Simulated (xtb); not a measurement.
**C3H8AsB (SMILES C/C=C\B[AsH2]): GFN2-xTB**

Aim: a geometry optimisation of C3H8AsB. 

The calculation is run with xtb 6.7.1.

1 further run of the same task is left out (set aside as unsound or not needed).

## 1. Starting point

The species is C3H8AsB (13 atoms), meant as a singlet with charge 0. As SMILES, `C/C=C\B[AsH2]`. All atoms were displaced at random from a relaxed shape. The run starts from this shape.

Bond lengths: C1–C2 1.574 Å, C2–C3 1.368 Å, C3–B4 1.500 Å, B4–As5 2.075 Å, C1–H6 1.102 Å, C1–H7 1.097 Å, C1–H8 1.145 Å, C2–H9 1.135 Å, C3–H10 1.157 Å, B4–H11 1.263 Å, As5–H12 1.463 Å, As5–H13 1.464 Å. Some angles: C1–C2–C3 125.4°, C2–C3–B4 123.3°, C3–B4–As5 117.2°, C1–C2–H9 119.0°, C3–C2–H9 114.8°, C2–C1–H6 102.8°, C2–C1–H7 101.6°, C2–C1–H8 106.1°, C2–C3–H10 113.3°, B4–C3–H10 123.3°.

## 2. A structure relaxation at GFN2-xTB

The input, input.inp:

```
$chrg 0
$spin 0
$opt
   hessian=lindh-d2
$end
```

The input, struc.tmol:

```
$coord
     -3.489360391860     -1.059531643555      1.953806737512  c
     -0.764696573591      0.056238249469      2.372059820675  c
      1.035343149160      0.344591558826      0.538364075645  c
      0.513703149718     -0.014720966511     -2.224566696648  b
      3.441115683899      0.756684134823     -4.716624126237  as
     -4.315586448069     -0.987268516549      3.863752931671  h
     -4.382274883007      0.433427583944      0.825507960282  h
     -3.207394356805     -3.051926588532      1.159044621278  h
     -0.064193996454      0.367381655888      4.374886053860  h
      2.970233728164      0.993296742887      1.321296506338  h
     -1.626827426168     -0.779455334624     -2.954038775276  h
      5.426972176484     -0.446995817519     -3.216200480546  h
      4.152559775298      3.115572564409     -3.457348431309  h
$end
```

Started as:

```sh
$ xtb struc.tmol --gfn 2 --opt tight --input input.inp > run.log
```

Q: Predict the results. Wanted: total energy at the end; dipole moment; HOMO energy; LUMO energy; HOMO–LUMO gap; dispersion energy; mean polarisability.

Answer, from the run:

Level: GFN2-xTB.

| quantity | value |
| --- | --- |
| total energy at the end | -14.04319 Eh |
| dipole moment | 2.32 D |
| HOMO energy | -9.80 eV |
| LUMO energy | -7.35 eV |
| HOMO–LUMO gap | 2.45 eV |
| dispersion energy | -19.98 kJ/mol |
| mean polarisability (D4 model) | 80.7 bohr³ |

What this shows: At the final geometry: Bond lengths: C1–C2 1.489 Å, C2–C3 1.340 Å, C3–B4 1.537 Å, B4–As5 2.001 Å, C1–H6 1.091 Å, C1–H7 1.086 Å, C1–H8 1.090 Å, C2–H9 1.086 Å, C3–H10 1.090 Å, B4–H11 1.176 Å, As5–H12 1.503 Å, As5–H13 1.501 Å. Some angles: C1–C2–C3 125.9°, C2–C3–B4 127.9°, C3–B4–As5 119.7°, C1–C2–H9 114.1°, C3–C2–H9 119.9°, C2–C1–H6 109.9°, C2–C1–H7 111.4°, C2–C1–H8 110.0°, C2–C3–H10 115.3°, B4–C3–H10 116.7°. The optimisation took 69 steps and changed the energy by -0.838 eV.
